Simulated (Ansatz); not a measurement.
Predict the output of the script below (Ansatz 0.2.0 through its Python package).

`pa_fgeho.py`
```python
import warnings

import ansatz as az
from ase import Atoms
import numpy as np

BASIS = "def2-SVP"
XC = "b3lyp"
VDW = "d4"
CHARGE = 1
FORCE_TOL = 0.01

warnings.simplefilter("ignore", az.DeckWarning)

atoms = Atoms(["O", "Ge", "F", "H"], positions=[
    (-0.8416, 0.3042, -0.6024),
    (-0.2435, -0.4608, 0.843),
    (1.3531, -1.0348, 0.5039),
    (-0.2125, 1.1311, -0.7647),
])
mol = az.Crystal.molecule_from_ase(atoms)

model = (
    mol.calculation()
    .basis(gaussian=BASIS)
    .functional(XC, dispersion=VDW)
)
symbols = [site.symbol for site in mol.cartesian_sites]
start = np.array([site.position_ang for site in mol.cartesian_sites], dtype=float)
summary = model.relax(force_tolerance=0.01, max_steps=100).run(threads=1).report
end = np.array(summary["positions_ang"])

away = sum((end[0] - end[j]) / np.linalg.norm(end[0] - end[j]) for j in [1, 3]) + np.array([0.15, 0.1, -0.2])
proton = end[0] + 1.0 * away / np.linalg.norm(away)
acid = az.Crystal.molecule()
for symbol, place in zip(symbols, end):
    acid = acid.atom(symbol, place.tolist())
acid = acid.atom("H", proton.tolist())
protonated = (
    acid.calculation()
    .basis(gaussian=BASIS)
    .functional(XC, dispersion=VDW)
    .charge(CHARGE)
    .relax(force_tolerance=FORCE_TOL, max_steps=80)
)
after = protonated.run(threads=1).report
xyz = np.array(after["positions_ang"])
reach = np.linalg.norm(xyz[:-1] - xyz[-1], axis=1)
print(f"base {summary['free_energy_ev']:.5f} eV, protonated {after['free_energy_ev']:.5f} eV")
print(f"the proton ends {reach.min():.3f} A from {symbols[reach.argmin()]}{reach.argmin()}")
print(f"electronic proton affinity {96.485332 * (summary['free_energy_ev'] - after['free_energy_ev']):.1f} kJ/mol")
```

Output of `python pa_fgeho.py`:
```text
base -61290.48321 eV, protonated -61299.06209 eV
the proton ends 0.975 A from O0
electronic proton affinity 827.7 kJ/mol
```

Reading the output:
- Total energies depend on the basis set; only differences at equal settings carry meaning.
- The proton is put on one chosen atom, which needn't be the most basic site, so the molecule's proton affinity can be higher; the ends are stationary points, not checked by frequencies, and zero-point and thermal terms count only where printed.
- b3lyp holds the VWN-RPA fit, as in Gaussian; the form of ORCA and Turbomole is b3lyp5.
- Finished in 35 s on 1 thread of Arm Neoverse V2, with other jobs on the host, peak memory 0.21 GiB.
